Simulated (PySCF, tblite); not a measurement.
# C₃H₁₀N₂Si: geometry, infrared bands and NMR shifts

What infrared bands and NMR shifts should C₃H₁₀N₂Si (`[SiH3]N1CCCN1`) show?

The runs use tblite 0.8.0 and PySCF 2.14.0, with density-fitted response routines of our own; the level of theory stands in each step. All values are computed, except where a source is named. Atoms are numbered from 0 throughout.

**1. The starting structure**

16 atoms, charge 0, multiplicity 1; geometry from: force field or distance geometry start.

Bonds of the start (Å): Si0–N1 1.79, N1–C2 1.43, C2–C3 1.54, C3–C4 1.53, C4–N5 1.46, N5–N1 1.40, Si0–H6 1.47, Si0–H7 1.47, Si0–H8 1.47, C2–H9 1.13, C2–H10 1.09, C3–H11 1.08, C3–H12 1.10, C4–H13 1.10, C4–H14 1.09, N5–H15 1.04.

**2. Optimising the geometry with GFN2-xTB**

What the job is given:

```
{"job": {"kind": "relax", "xc": "GFN2-xTB", "basis": "xTB"}, "charge": 0, "multiplicity": 1}
Si     2.215500    -0.047700     0.092200
N      0.537000    -0.369100     0.611900
C     -0.265800     0.809400     0.727800
C     -1.418400     0.590900    -0.269000
C     -1.493400    -0.938700    -0.177000
N     -0.068700    -1.230900    -0.303300
H      2.375800     1.293300    -0.498200
H      2.578500    -1.086800    -0.885700
H      3.153800    -0.161100     1.218700
H     -0.677400     0.931100     1.769200
H      0.227100     1.738100     0.436300
H     -1.066200     0.835800    -1.264100
H     -2.353100     1.077000     0.057500
H     -2.049400    -1.287400    -1.063900
H     -1.893200    -1.275800     0.783300
H      0.190100    -0.869200    -1.247100
```

Command:

```console
$ OMP_NUM_THREADS=1 python probes_run.py task.json out
```

This one command runs all jobs of the session in turn.

Output:

```text
step      E/eV     max force
  0    -518.85588    2.720
  1    -519.05805    0.764
  2    -519.11018    0.639
  3    -519.18630    0.662
  4    -519.23375    0.534
  5    -519.27699    0.456
  6    -519.30246    0.359
  7    -519.32325    0.355
  8    -519.33969    0.300
  9    -519.35306    0.317
 10    -519.36683    0.355
 11    -519.38432    0.403
 12    -519.40462    0.473
 13    -519.42226    0.313
 14    -519.43173    0.233
 15    -519.43623    0.228
 16    -519.44054    0.194
 17    -519.44521    0.166
 18    -519.44900    0.143
 19    -519.45168    0.106
 20    -519.45383    0.110
 21    -519.45598    0.108
 22    -519.45814    0.118
 23    -519.45985    0.116
 24    -519.46111    0.085
 25    -519.46221    0.089
 26    -519.46332    0.083
 27    -519.46436    0.069
 28    -519.46532    0.068
 29    -519.46622    0.073
 30    -519.46757    0.108
 31    -519.46919    0.132
 32    -519.47102    0.121
 33    -519.47302    0.120
 34    -519.47548    0.127
 35    -519.47806    0.118
 36    -519.48017    0.092
 37    -519.48144    0.084
 38    -519.48115    0.161
 39    -519.48300    0.082
 40    -519.48375    0.069
 41    -519.48547    0.083
 42    -519.48609    0.077
 43    -519.48683    0.057
 44    -519.48752    0.064
 45    -519.48857    0.084
 46    -519.48959    0.098
 47    -519.49093    0.102
 48    -519.49239    0.107
 49    -519.49384    0.112
 50    -519.49512    0.096
 51    -519.49642    0.078
 52    -519.49786    0.101
 53    -519.49941    0.106
 54    -519.50091    0.086
 55    -519.50224    0.091
 56    -519.50343    0.086
 57    -519.50467    0.067
 58    -519.50597    0.082
 59    -519.50725    0.132
 60    -519.50854    0.110
 61    -519.51055    0.112
 62    -519.51391    0.165
 63    -519.51628    0.173
 64    -519.52026    0.197
 65    -519.52524    0.185
 66    -519.52930    0.224
 67    -519.53255    0.236
 68    -519.53589    0.182
 69    -519.53956    0.139
 70    -519.54279    0.161
 71    -519.54632    0.171
 72    -519.54908    0.156
 73    -519.55003    0.185
 74    -519.55310    0.126
 75    -519.55482    0.131
 76    -519.55745    0.104
 77    -519.56066    0.200
 78    -519.56283    0.140
 79    -519.56710    0.112
 80    -519.57102    0.127
 81    -519.57429    0.149
 82    -519.57628    0.217
 83    -519.58176    0.158
 84    -519.58611    0.129
 85    -519.58979    0.114
 86    -519.59153    0.129
 87    -519.59300    0.110
 88    -519.59451    0.098
 89    -519.59536    0.068
 90    -519.59615    0.091
 91    -519.59686    0.096
 92    -519.59769    0.071
 93    -519.59895    0.082
 94    -519.59999    0.064
 95    -519.60131    0.069
 96    -519.60266    0.089
 97    -519.60402    0.090
 98    -519.60539    0.133
 99    -519.60686    0.142
100    -519.60933    0.144
101    -519.61265    0.144
102    -519.61499    0.113
103    -519.61617    0.090
104    -519.61743    0.065
105    -519.61819    0.072
106    -519.61924    0.106
107    -519.62059    0.088
108    -519.62473    0.156
109    -519.62694    0.114
110    -519.62894    0.143
111    -519.62986    0.133
112    -519.63143    0.060
113    -519.63200    0.055
114    -519.63354    0.097
115    -519.63489    0.093
116    -519.63543    0.155
117    -519.63714    0.066
118    -519.63772    0.045
119    -519.63819    0.060
120    -519.63842    0.040
121    -519.63882    0.037
122    -519.63927    0.038
123    -519.63951    0.030
124    -519.63962    0.026
125    -519.63972    0.022
126    -519.63979    0.020
127    -519.63988    0.021
128    -519.63995    0.018
129    -519.64001    0.017
130    -519.64006    0.019
131    -519.64013    0.021
132    -519.64027    0.028
133    -519.64050    0.045
134    -519.64084    0.058
135    -519.64126    0.070
136    -519.64170    0.060
137    -519.64211    0.044
138    -519.64234    0.029
139    -519.64248    0.023
140    -519.64258    0.028
141    -519.64269    0.032
142    -519.64282    0.030
143    -519.64295    0.029
144    -519.64307    0.024
145    -519.64316    0.024
146    -519.64326    0.025
147    -519.64340    0.026
148    -519.64361    0.030
149    -519.64386    0.039
150    -519.64413    0.040
151    -519.64433    0.027
152    -519.64444    0.021
153    -519.64449    0.012
154    -519.64451    0.013
155    -519.64452    0.008
```

Run time: 0.87 s. Hardware: 1 thread of Arm Neoverse V1, shared host.

Relaxation path: (not every step is listed)

```
step  energy from step 0 (eV)  largest force (eV/Å)
   0                   0.0000                2.7199
   1                  -0.2022                0.7638
   2                  -0.2543                0.6388
   3                  -0.3304                0.6622
   4                  -0.3779                0.5339
   5                  -0.4211                0.4555
   6                  -0.4466                0.3585
   7                  -0.4674                0.3552
   8                  -0.4838                0.2996
  22                  -0.6023                0.1176
  36                  -0.6243                0.0918
  50                  -0.6392                0.0963
  64                  -0.6644                0.1973
  78                  -0.7070                0.1405
  92                  -0.7418                0.0713
 106                  -0.7634                0.1063
 120                  -0.7825                0.0401
 134                  -0.7850                0.0585
 148                  -0.7877                0.0298
 150                  -0.7883                0.0401
 151                  -0.7885                0.0266
 152                  -0.7886                0.0214
 153                  -0.7886                0.0124
 154                  -0.7886                0.0134
 155                  -0.7886                0.0079
```

Distances of close pairs at the start and the end, largest changes first:

```csv
bond,before (Å),after (Å),change (Å)
Si0–N1,1.786,1.727,-0.059
C2–H9,1.126,1.087,-0.039
N1–N5,1.395,1.421,+0.025
N1–C2,1.431,1.452,+0.021
N5–H15,1.043,1.023,-0.020
Si0–H7,1.472,1.456,-0.016
C3–H12,1.103,1.088,-0.015
C4–H13,1.103,1.089,-0.014
```

The next job starts from the end point, and lists it.

**3. Harmonic vibrations with GFN2-xTB**

What the job is given:

```
{"job": {"kind": "ir", "xc": "GFN2-xTB", "basis": "xTB"}, "charge": 0, "multiplicity": 1}
Si     2.071113    -0.261800     0.585621
N      0.772334     0.174081    -0.465810
C     -0.195327     1.217411    -0.178015
C     -1.474526     0.468967     0.246400
C     -1.178973    -0.981731    -0.202517
N      0.038559    -0.915566    -1.006398
H      2.774826     1.002756     0.808667
H      2.820710    -1.243936    -0.185144
H      1.703002    -0.821898     1.897448
H      0.181043     1.892191     0.586934
H     -0.378601     1.793259    -1.095775
H     -2.355125     0.874562    -0.249730
H     -1.627171     0.521350     1.322659
H     -1.992025    -1.431479    -0.771156
H     -0.963449    -1.612377     0.664103
H     -0.203989    -0.666848    -1.968697
```

Output:

```text
mode    cm-1     km/mol
  1      72.7      0.23
  2     112.7      0.38
  3     129.4      2.59
  4     240.8      3.65
  5     340.8      4.29
  6     528.3     27.41
  7     604.9     87.10
  8     610.1     62.24
  9     670.2      5.35
 10     727.9     29.44
 11     738.7    185.51
 12     809.7    285.95
 13     821.4    220.14
 14     844.4     54.22
 15     902.2     34.59
 16     958.4      7.56
 17     967.9     66.16
 18    1005.7      0.16
 19    1038.7     13.57
 20    1080.4     31.44
 21    1106.3      9.65
 22    1136.0     26.26
 23    1187.7      0.39
 24    1198.2      1.58
 25    1253.5     28.05
 26    1265.8      2.89
 27    1284.3      4.75
 28    1296.3      8.20
 29    1386.8     15.98
 30    1474.1      0.45
 31    1486.6      0.04
 32    1499.8      0.51
 33    2159.5    366.80
 34    2246.9    272.00
 35    2318.6    294.55
 36    2880.7     68.07
 37    2958.2     31.02
 38    2998.1     31.69
 39    3005.9     56.80
 40    3013.7     32.03
 41    3021.7     51.66
 42    3233.3     30.69
```

Run time: 0.42 s. Hardware: 1 thread of Arm Neoverse V1, shared host.

Which atoms move in the most intense modes:

```
cm⁻¹  km/mol                       atoms
 605    87.1  H7 42 %, H6 31 %, Si0 11 %
 739   185.5            H7 39 %, H6 37 %
 810   285.9            H7 37 %, H8 37 %
 821   220.1            H8 45 %, H6 40 %
2160   366.8                     H8 95 %
2247   272.0                     H6 95 %
2319   294.6                     H7 96 %
2881    68.1                    H10 93 %
```

**4. NMR shieldings: PBE0/pcSseg-1**

Same as in step 3 but for these lines:

```diff
@@ -1,2 +1,2 @@
-{"job": {"kind": "ir", "xc": "GFN2-xTB", "basis": "xTB"}, "charge": 0, "multiplicity": 1}
+{"job": {"kind": "nmr", "xc": "PBE0", "basis": "pcSseg-1"}, "charge": 0, "multiplicity": 1}
 Si     2.071113    -0.261800     0.585621
```

Level: GIAO PBE0/pcSseg-1 NMR shielding, non-relativistic, gas phase.

Output:

```text
coarse grid: 13208 points
cycle   1  E = -518.8048285263  dE =  6.313e-01  |g| = 3.214e-01  |ddm| = 3.528e+00
cycle   2  E = -518.8075650326  dE = -2.737e-03  |g| = 3.139e-01  |ddm| = 6.767e-01
cycle   3  E = -518.8298857776  dE = -2.232e-02  |g| = 8.332e-02  |ddm| = 3.795e-01
cycle   4  E = -518.8312053801  dE = -1.320e-03  |g| = 1.963e-02  |ddm| = 7.896e-02
cycle   5  E = -518.8312737375  dE = -6.836e-05  |g| = 8.705e-03  |ddm| = 2.281e-02
cycle   6  E = -518.8312900020  dE = -1.626e-05  |g| = 7.322e-04  |ddm| = 7.489e-03
cycle   7  E = -518.8312900886  dE = -8.654e-08  |g| = 4.057e-04  |ddm| = 9.593e-04
final grid: 121256 points
cycle   8  E = -518.8628244735  dE = -2.892e-05  |g| = 7.479e-03  |ddm| = 2.465e-02
cycle   9  E = -518.8628165454  dE =  7.928e-06  |g| = 9.540e-03  |ddm| = 1.574e-02
cycle  10  E = -518.8628385047  dE = -2.196e-05  |g| = 6.832e-04  |ddm| = 8.903e-03
cycle  11  E = -518.8628385829  dE = -7.818e-08  |g| = 2.938e-04  |ddm| = 7.750e-04
cycle  12  E = -518.8628386007  dE = -1.782e-08  |g| = 4.222e-05  |ddm| = 2.783e-04
cycle  13  E = -518.8628386011  dE = -3.488e-10  |g| = 1.631e-05  |ddm| = 6.232e-05
converged SCF energy = -518.8628386011

GIAO shielding tensors (ppm)
atom      isotropic    diamagn.    paramagn.     s11        s22        s33       span
  0 Si     401.591     880.358    -478.767    350.358    377.300    477.113    126.755
  1 N      176.834     325.341    -148.507     99.851    170.209    260.441    160.590
  2 C      134.503     244.447    -109.944    101.189    130.121    172.199     71.010
  3 C      155.436     250.960     -95.524    117.286    173.210    175.812     58.525
  4 C      135.588     245.481    -109.894     97.255    137.530    171.978     74.723
  5 N      150.614     316.466    -165.851     88.797    143.312    219.735    130.938
  6 H       27.165      29.669      -2.504     23.523     25.400     32.572      9.049
  7 H       26.953      29.370      -2.417     23.052     25.313     32.495      9.442
  8 H       27.013      29.662      -2.649     22.735     25.654     32.651      9.916
  9 H       28.439      30.748      -2.309     23.809     27.385     34.124     10.316
 10 H       28.944      30.053      -1.110     22.591     27.656     36.584     13.993
 11 H       29.996      30.482      -0.486     25.031     27.691     37.264     12.233
 12 H       29.788      30.847      -1.059     25.540     27.259     36.564     11.024
 13 H       28.699      29.565      -0.866     24.062     26.838     35.199     11.138
 14 H       28.811      30.115      -1.305     23.591     27.354     35.487     11.897
 15 H       29.056      32.608      -3.552     20.246     28.335     38.587     18.340
```

Run time: 24 s. Hardware: 1 thread of Arm Neoverse V1, shared host; peak memory 0.69 GiB.

The references, computed at this level on geometries of the same kind, shield at (ppm): ¹H TMS 31.72, ¹³C TMS 186.9, ²⁹Si TMS 349.2, ¹⁵N NH3 267.7. Their shielding less the atom's gives the shift. The references are single molecules in the gas phase, so shifts against H2O, NH3, PH3, H3PO4 or CFCl3 are not on the usual liquid scales and can be off by tens of ppm. Atoms listed in one row are averaged.

| atoms | environment | σ (ppm) | δ (ppm) | δ scaled to CDCl3 |
| --- | --- | --- | --- | --- |
| C2 | sp3 CH2 bonded to N | 134.5 | 52.4 | 49.2 |
| C4 | sp3 CH2 bonded to N | 135.6 | 51.3 | 48.2 |
| C3 | sp3 CH2 in a ring | 155.4 | 31.5 | 28.8 |
| H6, H7, H8 | hydrogen on a silicon bonded to N | 27.04 | 4.67 | – |
| H9, H10 | hydrogen on an sp3 CH2 bonded to N | 28.69 | 3.03 | 2.96 |
| H13, H14 | hydrogen on an sp3 CH2 bonded to N | 28.76 | 2.96 | 2.90 |
| H15 | hydrogen on a nitrogen bonded to C, N, in a 5-membered ring | 29.06 | 2.66 | – |
| H11, H12 | hydrogen on an sp3 CH2 in a ring | 29.89 | 1.83 | 1.83 |
| Si0 | silicon bonded to N, 3 H | 401.6 | -52.4 | – |
| N5 | nitrogen bonded to C, N, H, in a 5-membered ring | 150.6 | 117.1 | – |
| N1 | nitrogen bonded to C, N, Si, in a 5-membered ring | 176.8 | 90.9 | – |

The scaled column applies a straight-line fit of computed shieldings to shifts measured in CDCl3 (root-mean-square error 0.16 ppm for H, 1.9 ppm for C).

The run also stored atomic charges by several schemes (e):

| atoms | Mulliken | IAO | Hirshfeld | ESP fit |
| --- | --- | --- | --- | --- |
| Si0 | 0.64 | 0.75 | 0.33 | 0.52 |
| N1 | -0.62 | -0.44 | -0.15 | -0.35 |
| C2 | 0.03 | -0.17 | -0.03 | 0.17 |
| C3 | -0.29 | -0.30 | -0.08 | -0.25 |
| C4 | -0.04 | -0.17 | -0.03 | 0.25 |
| N5 | -0.29 | -0.32 | -0.12 | -0.65 |

Mayer bond orders: Si0–N1 0.93, N1–C2 0.92, C2–C3 1.02, C3–C4 1.01, C4–N5 0.97, N5–N1 0.99.

Ring of atoms N1, C2, C3, C4, N5: NICS(0) -7.2, NICS(1) -4.5, NICS(1)zz -9.0 ppm (means of both faces).

Orbitals, density, ELF and potential are computed afterwards from the orbital file.

Frontier orbitals at PBE0/pcSseg-1, with the share of their density that lies nearest to each atom:

| orbital | energy (eV) | lies on |
| --- | --- | --- |
| HOMO | -6.53 | N1 51 %; N5 15 %; H8 7 % |
| LUMO | 0.66 | H6, H7, H8 about 14 % each; Si0 12 %; H9 10 % |

ELF in a plane through or near 7 of the atoms.

Ten even steps from '0' (0.00) to '9' (1.00):
```
0000000000000000000000000000
0000000000000000000000000000
0000000000000000000000000000
0000000000026840000000000000
0000024300089993000000000000
0000599950099995100010000000
0004999992069995424899400000
0015999994003657868999800000
0003899983223458817999910000
0000477231577525626999500000
0000121276387304796100000000
0000267410232134126520000000
0001599973100245119996000000
0001699983002324479999200000
0000278850002200149997000000
0000013210000000004641000000
0000000000000000000000000000
0000000000000000000000000000
0000000000000000000000000000
0000000000000000000000000000
```
The map spans 10.9 Å across and 9.1 Å up, centred on the molecule. Atoms in the plane (x, y in Å): Si0 (-2.2, -0.2), C3 (1.4, 0.5), C4 (1.2, -1.0), H6 (-2.8, 1.1), H9 (-0.2, 2.0), H11 (2.4, 0.8), H13 (2.1, -1.5).

On the surface of density 0.002 e/bohr³ the electrostatic potential runs, from the 1st to the 99th percentile, from -1.47 V near N5 to 1.27 V near H15.

**5. Outcome**

| quantity | value |
| --- | --- |
| strongest single infrared mode (GFN2-xTB) | 2160 cm⁻¹, 367 km/mol |
| zero-point energy (GFN2-xTB) | 80.9 kcal/mol |
| ¹³C shifts against TMS (PBE0/pcSseg-1) | 52.4, 51.3, 31.5 ppm |
| ¹H shifts against TMS (PBE0/pcSseg-1, means over atoms taken as alike) | 4.67, 3.03, 2.96, 2.66, 1.83 ppm |
| ²⁹Si shifts against TMS (PBE0/pcSseg-1) | -52.4 ppm |
| ¹⁵N shifts against NH3 (PBE0/pcSseg-1) | 117.1, 90.9 ppm |
| surface potential, 1st and 99th percentile | -1.47 V and 1.27 V |

**Reading.** Relaxing lowered the energy by 0.789 eV in 155 steps; the close pair that moved most is Si0–N1, from 1.786 to 1.727 Å. No mode is imaginary among the 42: a minimum at this level. The strongest single mode, at 2160 cm⁻¹, moves mainly H8. Unscaled tight-binding wavenumbers are off by several per cent, some by more. Its intensities can rank the bands wrongly. At PBE0/pcSseg-1: Shielding is most anisotropic at N1 (span 161 ppm, paramagnetic term -149 ppm).
